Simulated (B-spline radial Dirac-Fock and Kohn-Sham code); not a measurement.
# Nb⁴⁺: core levels and X-ray properties

What does theory give for niobium as Nb⁴⁺? The session works out its X-ray form factor and Compton profile and the binding energy of each subshell.

Method: a free atom or ion on a radial basis; each step names its model; computed with B-spline radial Dirac-Fock and Kohn-Sham code, version 2.

### 1 What is computed

Niobium as Nb⁴⁺ in the configuration [Kr] 4d1.

- nuclear charge: 41
- electrons: 37
- mass number: 93
- nuclear rms radius: 4.324 fm

Outer shells as boxes (Hund's rule, for the drawing alone; heavy ions are jj-coupled, and the calculation averages over the configuration):

```
[Kr] core
4d [↑ ][  ][  ][  ][  ]
```

### 2 X-ray scattering functions

Model: Dirac-Fock average of configuration, finite nucleus; form factor of the spherical density, Waller-Hartree incoherent function, impulse-approximation Compton profiles.

Settings, as recorded:

```ini
task = scatter
Z = 41
charge = 4
configuration = 1s2 2s2 2p6 3s2 3p6 3d10 4s2 4p6 4d1
mass_number = 93
rms_radius = 4.324  # fm
s = [0.0, 0.05, 0.1, 0.15, 0.2, 0.25, 0.3, 0.35, 0.4, 0.45, 0.5, 0.6, 0.7, 0.8, 0.9, 1.0, 1.1, 1.2, 1.4, 1.6, 1.8, 2.0, 2.5, 3.0, 3.5, 4.0, 5.0, 6.0]  # 1/A
pz = [0, 0.1, 0.14, 0.2, 0.28, 0.39, 0.55, 0.77, 1.1, 1.5, 2.1, 3.0, 4.2, 5.9, 8.3, 12.0, 16.0, 23.0, 32.0, 45.0, 64.0]  # a.u.
photon_energy = [2000, 8047.8, 10000, 17479.3, 20000, 50000, 100000, 200000]  # eV
```

### 3 Hole states by ΔSCF

Model: Dirac-Fock average of configuration, Delta-SCF, finite nucleus, first-order Breit with its frequency dependence, self-energy and vacuum polarisation.

Recorded inputs:

```ini
task = binding
```

Q: Predict the outcome of this session. Wanted: rms radius of the electron cloud; form factor halves at; Compton profile at zero; deepest level listed, K; least bound, N4,5; Kα1.

The runs gave:

| quantity | value |
| --- | --- |
| rms radius of the electron cloud | 0.753 bohr |
| form factor halves at | 0.63 1/Å |
| Compton profile at zero | 5.255 1/a.u. |
| deepest level listed, K (1s) | 19042.7 eV |
| least bound, N4,5 (4d) | 49.37 eV |
| Kα1 | 16613.3 eV |
| ionisation energy, NIST (measured) | 50.5728 eV |

What this shows: The form factor starts at the 37 electrons and halves by s = 0.63 1/Å. Incoherent scattering outweighs coherent from 100 keV on, among the energies asked. The K (1s) level lies 54.5 eV under Koopmans' value by relaxation alone; Breit gives -33.58 and QED -16.69 eV. NIST's ionisation energy differs by +1.20 eV from the least binding energy; the calculation averages open shells over their j components and terms. The Hartree-Fock and Dirac-Fock values hold no electron correlation.
